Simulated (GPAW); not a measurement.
BaTiO3:

```xyz
5
Lattice="4.0060 0.0000 0.0000 0.0000 4.0060 0.0000 0.0000 0.0000 4.0060" Properties=species:S:1:pos:R:3 pbc="T T T"
Ba    2.0030    2.0030    2.0030
Ti    0.0000    0.0000    0.0000
O     0.0000    0.0000    2.0030
O     0.0000    2.0030    0.0000
O     2.0030    0.0000    0.0000
```

Base run:

| Item | Value |
| --- | --- |
| Program | GPAW 26.7.0 |
| Functional | PBEsol |
| Potentials or basis | PAW data sets generated in the run's folder for this functional |
| Cutoff | 800 eV |
| Basis | pw |
| k mesh | 7 × 7 × 7 |
| Occupations | fermi-dirac, width 0.05 eV |
| Spin | no spin polarisation |

Its results: band gap on the k mesh 1.79 eV, indirect (least direct gap 1.87 eV); pressure -3.1 GPa.

The run is repeated on the same cell with these changes: hubbard terms from none to Ti d U = 4 eV. What comes out?

Band gap on the k mesh 2.35 eV, indirect (least direct gap 2.46 eV); pressure -1.4 GPa.

The U term pushes filled and empty states of the shell apart.

Caveats: spin-orbit coupling is left out, which moves the levels of the heavy elements.

A k mesh can miss the band edges.

Not every run made on this cell is shown here.
